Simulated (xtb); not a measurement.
# C3H6BNS (BMe2(NCS)) at GFN2-xTB

Aim: the vertical singlet–triplet gap of C3H6BNS (BMe2(NCS)) at GFN2-xTB, from 2 runs. 

The calculation is run with xtb 6.7.1.

16 further runs of the same task are left out: 16 set aside as unsound or not needed.

## (1) The molecule

C3H6BNS has 12 atoms, charge 0, and is taken as a singlet. As SMILES, `CB(C)N=C=S`. The shape is that of a GFN2-xTB optimisation.

Bond lengths: B1–C2 1.581 Å, B1–C6 1.580 Å, B1–N10 1.395 Å, N10–C11 1.190 Å, C11–S12 1.555 Å, C2–H3 1.089 Å, C2–H4 1.087 Å, C2–H5 1.087 Å, C6–H7 1.090 Å, C6–H8 1.087 Å, C6–H9 1.087 Å. Some angles: C2–B1–C6 122.4°, C2–B1–N10 118.8°, C6–B1–N10 118.7°, B1–N10–C11 179.1°, N10–C11–S12 179.8°, B1–C2–H3 109.5°, B1–C2–H4 111.9°, B1–C2–H5 113.3°, B1–C6–H7 109.5°, B1–C6–H8 112.0°.

## (2) Energy and forces at GFN2-xTB

Input file coord:

```
$coord angs
     0.0307200     0.0604100     0.0014100  B
     1.6105500     0.0173000    -0.0249100  C
     1.9967700     0.2133800     0.9747600  H
     2.0271700     0.7867400    -0.6702400  H
     2.0091700    -0.9441400    -0.3381300  H
    -0.7799500     1.4169000     0.0171700  C
    -0.8191900     1.8285500    -0.9910600  H
    -0.2998300     2.1708800     0.6363500  H
    -1.8065600     1.3000600     0.3536900  H
    -0.6748600    -1.1430500     0.0081100  N
    -1.2611600    -2.1785400     0.0129700  C
    -2.0328300    -3.5285000     0.0198900  S
$end
```

Run with:

```sh
$ xtb coord --grad --gfn2 --json --parallel 1 > run.log 2> xtb.err
```

Log:

```text
* xtb version 6.7.1
[...]
          :  # basis functions                  36          :
[...]
          :  # electrons                        32          :
[...]
          :  Hamiltonian                  GFN2-xTB          :
[...]
          :  net charge                          0          :
          :  unpaired electrons                  0          :
[...]
   *** convergence criteria satisfied after 13 iterations ***
[...]
         ::                     SUMMARY                     ::
         :::::::::::::::::::::::::::::::::::::::::::::::::::::
         :: total energy             -16.898233230066 Eh    ::
         :: gradient norm              0.000988422302 Eh/a0 ::
         :: HOMO-LUMO gap              2.958588797988 eV    ::
         ::.................................................::
         :: SCC energy               -17.164766770119 Eh    ::
         :: -> isotropic ES            0.030230888053 Eh    ::
         :: -> anisotropic ES          0.004336172711 Eh    ::
         :: -> anisotropic XC          0.012326706058 Eh    ::
         :: -> dispersion             -0.006611770594 Eh    ::
         :: repulsion energy           0.266533540053 Eh    ::
         :: add. restraining           0.000000000000 Eh    ::
         :: total charge               0.000000000000 e     ::
         :::::::::::::::::::::::::::::::::::::::::::::::::::::
[...]
        16        2.0000           -0.3863547             -10.5132 (HOMO)
        17                         -0.2776285              -7.5547 (LUMO)
[...]
     #   Z          covCN         q      C6AA      α(0)
     1   5 B        2.639     0.290    17.399     7.038
     2   6 C        3.674    -0.191    24.529     7.098
     3   1 H        0.925     0.054     2.270     2.356
     4   1 H        0.925     0.047     2.361     2.403
     5   1 H        0.925     0.037     2.486     2.466
     6   6 C        3.674    -0.191    24.529     7.097
     7   1 H        0.925     0.054     2.269     2.356
     8   1 H        0.925     0.046     2.367     2.406
     9   1 H        0.925     0.038     2.480     2.462
    10   7 N        1.771    -0.161    25.245     7.440
    11   6 C        1.888     0.159    27.271     8.434
    12  16 S        0.996    -0.182   146.818    20.494
[...]
     #   Z sym  total        # sym  WBO       # sym  WBO       # sym  WBO
 ---------------------------------------------------------------------------
     1   5 B    3.364 --    10 N    1.118     6 C    1.013     2 C    1.013
     2   6 C    3.981 --     1 B    1.013     5 H    0.984     4 H    0.972
                             3 H    0.953
     3   1 H    0.993 --     2 C    0.953
     4   1 H    0.996 --     2 C    0.972
     5   1 H    0.999 --     2 C    0.984
     6   6 C    3.981 --     1 B    1.013     9 H    0.984     8 H    0.973
                             7 H    0.953
     7   1 H    0.993 --     6 C    0.953
     8   1 H    0.996 --     6 C    0.973
     9   1 H    0.999 --     6 C    0.984
    10   7 N    3.559 --    11 C    2.073     1 B    1.118    12 S    0.339
    11   6 C    3.957 --    10 N    2.073    12 S    1.810
[...]
molecular dipole:
                 x           y           z       tot (Debye)
 q only:        0.528       0.916      -0.006
   full:        0.546       0.942      -0.006       2.768
molecular quadrupole (traceless):
[...]
          | TOTAL ENERGY              -16.898233230066 Eh   |
          | GRADIENT NORM               0.000988422302 Eh/α |
          | HOMO-LUMO GAP               2.958588797988 eV   |
           -------------------------------------------------
[...]
```

Standard error:

```text
normal termination of xtb
```

Run time: 0.03 s. Hardware: 1 thread of Intel Xeon 6975P-C (Granite Rapids), shared host.

## (3) The triplet

Input file input.xyz:

```xyz
12

B      0.030720     0.060410     0.001410
C      1.610550     0.017300    -0.024910
H      1.996770     0.213380     0.974760
H      2.027170     0.786740    -0.670240
H      2.009170    -0.944140    -0.338130
C     -0.779950     1.416900     0.017170
H     -0.819190     1.828550    -0.991060
H     -0.299830     2.170880     0.636350
H     -1.806560     1.300060     0.353690
N     -0.674860    -1.143050     0.008110
C     -1.261160    -2.178540     0.012970
S     -2.032830    -3.528500     0.019890
```

Run with:

```sh
$ xtb --json -u 2 --grad -- input.xyz > input.out
```

Log (excerpt; [...] marks lines left out):

```text
* xtb version 6.7.1
[...]
          :  # basis functions                  36          :
[...]
          :  # electrons                        32          :
[...]
          :  Hamiltonian                  GFN2-xTB          :
[...]
          :  net charge                          0          :
          :  unpaired electrons                  2          :
[...]
   *** convergence criteria satisfied after 15 iterations ***
[...]
         ::                     SUMMARY                     ::
         :::::::::::::::::::::::::::::::::::::::::::::::::::::
         :: total energy             -16.775143547558 Eh    ::
         :: gradient norm              0.105478068872 Eh/a0 ::
         :: HOMO-LUMO gap              1.000654077950 eV    ::
         ::.................................................::
         :: SCC energy               -17.041677087611 Eh    ::
         :: -> isotropic ES            0.026492661132 Eh    ::
         :: -> anisotropic ES          0.003715768505 Eh    ::
         :: -> anisotropic XC          0.016325988723 Eh    ::
         :: -> dispersion             -0.006630345822 Eh    ::
         :: repulsion energy           0.266533540053 Eh    ::
         :: add. restraining           0.000000000000 Eh    ::
         :: total charge              -0.000000000000 e     ::
         :::::::::::::::::::::::::::::::::::::::::::::::::::::
[...]
        17        1.0000           -0.2573880              -7.0039 (HOMO)
        18                         -0.2206146              -6.0032 (LUMO)
[...]
molecular dipole:
                 x           y           z       tot (Debye)
 q only:        0.482       0.831      -0.005
   full:        0.562       0.964      -0.006       2.837
molecular quadrupole (traceless):
[...]
          | TOTAL ENERGY              -16.775143547558 Eh   |
          | GRADIENT NORM               0.105478068872 Eh/α |
          | HOMO-LUMO GAP               1.000654077950 eV   |
           -------------------------------------------------
[...]
```

Standard error:

```text
normal termination of xtb
```

Wall time 0.03 s (1 thread of Intel Xeon 6975P-C (Granite Rapids), shared host).

## (4) What came out

Level: GFN2-xTB.

```
                                        quantity          value
                           singlet: total energy   -16.89823 Eh
                          singlet: dipole moment         2.77 D
                            singlet: HOMO energy      -10.51 eV
                            singlet: LUMO energy       -7.55 eV
                          singlet: HOMO–LUMO gap        2.96 eV
                      singlet: dispersion energy  -17.36 kJ/mol
               singlet: largest force on an atom     0.028 eV/Å
         singlet: mean polarisability (D4 model)     72.1 bohr³
                           triplet: total energy   -16.77514 Eh
                          triplet: dipole moment         2.84 D
            triplet: HOMO energy (partly filled)       -7.00 eV
                            triplet: LUMO energy       -6.00 eV
                      triplet: dispersion energy  -17.41 kJ/mol
               triplet: largest force on an atom     3.841 eV/Å
         triplet: mean polarisability (D4 model)     72.1 bohr³
vertical energy of the triplet above the singlet       3.349 eV
```

What this shows: The method runs without spin polarisation, so open shells lack the exchange term that lowers high spin: such gaps come out too high and can have the wrong sign. At this shape the triplet lies 3.35 eV (323 kJ/mol) above the singlet.
